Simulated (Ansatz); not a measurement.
# FGe2H: the cost of one run

The runs use Ansatz 0.2.0, Gaussian basis; UKS PBE0/def2-TZVP.

## (1) Where the work starts

4 atoms, charge 0, spin multiplicity 3.

Atoms are counted from 1 here; the program's logs count them from 0.

Bond lengths: F1–Ge2 1.838 Å, Ge2–Ge3 2.374 Å, Ge2–H4 1.628 Å. Angles: F1–Ge2–Ge3 117.7°, F1–Ge2–H4 90.3°, Ge3–Ge2–H4 152.0°.

The start was built by rule and, where that kept it together, relaxed with GFN2-xTB. Sticks and bond lists go by distance. No spin-orbit coupling is included. 

## (2) Relaxation

Input file in.yaml:

```yaml
crystal:
  periodic: [false, false, false]
  atoms:
    - {symbol: F, position_ang: [-2.289067, -0.235292, -0.008182]}
    - {symbol: Ge, position_ang: [-0.685837, 0.662858, 0.011289]}
    - {symbol: Ge, position_ang: [1.304981, -0.630270, -0.009658]}
    - {symbol: H, position_ang: [-1.474290, 2.086435, 0.036663]}
basis:
  gaussian: {orbitals: def2-TZVP}
magnetization: {spin_polarized: true, initial_magnetization: 2}
hamiltonian: {xc: pbe0}
relax: {f_tol: 0.004, max_steps: 80}
```

Launch:

```console
ansatz run in.yaml --threads 1 --pin off --events-out ev --progress --plain --max-ram 2176MiB
```

**Question.** How long does this run take on 1 thread of Arm Neoverse V1, shared host, and how much memory does it need?

About 79 s, with a peak of 0.39 GiB.
